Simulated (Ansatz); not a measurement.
# FH₃SSi₂: small, medium and large basis sets

Aim: see how fast density functionals converge with the basis set for FH₃SSi₂.

The runs use Ansatz 0.2.0, Gaussian basis; one geometry, several basis sets.

Levels to be run: PBE0-D4/def2-SVP; ωB97M-V/def2-SVP; PBE0-D4/def2-QZVPP; ωB97M-V/def2-QZVPP; the functionals' def2-TZVPP values are taken from earlier runs.

## Step 1: Structure used throughout

An earlier PBE0-D4 in a triple-zeta def2 set relaxation fixed the geometry.

SMILES `F[SiH]1[SiH2]S1`, 7 atoms, charge 0, spin multiplicity 1.

Atoms are counted from 1 here; the program's logs count them from 0.

Bond lengths: F1–Si2 1.595 Å, Si2–Si3 2.236 Å, Si2–S4 2.119 Å, Si2–H5 1.476 Å, Si3–S4 2.174 Å, Si3–H6 1.481 Å, Si3–H7 1.482 Å. Angles: F1–Si2–Si3 121.7°, F1–Si2–S4 116.4°, F1–Si2–H5 106.7°, Si3–Si2–S4 59.8°, Si3–Si2–H5 127.5°, S4–Si2–H5 116.5°, Si2–Si3–S4 57.4°, Si2–Si3–H6 121.7°, Si2–Si3–H7 124.1°, S4–Si3–H6 114.2°, S4–Si3–H7 114.6°, H6–Si3–H7 111.7°, Si2–S4–Si3 62.8°.

## Step 2: PBE0-D4 in def2-SVP

Contents of in.yaml:

```yaml
crystal:
  periodic: [false, false, false]
  atoms:
    - {symbol: F, position_ang: [-2.321868, 0.289562, 0.255807]}
    - {symbol: Si, position_ang: [-0.916891, 0.319915, -0.498824]}
    - {symbol: Si, position_ang: [1.000836, -0.112529, 0.567285]}
    - {symbol: S, position_ang: [0.051808, -1.545576, -0.764186]}
    - {symbol: H, position_ang: [-1.104910, 1.141498, -1.710147]}
    - {symbol: H, position_ang: [1.023429, -0.526350, 1.989458]}
    - {symbol: H, position_ang: [2.328796, 0.365479, 0.114808]}
basis:
  gaussian: {orbitals: def2-SVP}
hamiltonian: {xc: pbe0, dispersion: d4}
output: {orbitals: {seedname: orbitals}}
```

The run is started by

```
$ ansatz run in.yaml --threads 2 --pin off --events-out ev --progress --plain --max-ram 4352MiB
```

Further steps of the session: ωB97M-V in def2-SVP; PBE0-D4 in def2-QZVPP; ωB97M-V in def2-QZVPP.

Q: Predict the results of all the runs planned. Wanted: PBE0-D4: double and triple zeta above quadruple; ωB97M-V: double and triple zeta above quadruple.

As calculated:

| quantity | value |
| --- | --- |
| PBE0-D4: double and triple zeta above quadruple | 14.01, 1.01 eV |
| ωB97M-V: double and triple zeta above quadruple | 13.98, 0.95 eV |

For PBE0-D4 the step from double to triple zeta gains 13.00 eV and the next only 1.01 eV. Total energies overstate the basis error of differences, where much of it tends to cancel. The LUMO of ωB97M-V is positive and keeps falling with the basis (1.54 to 0.88 eV): an unbound level that the basis holds in place.
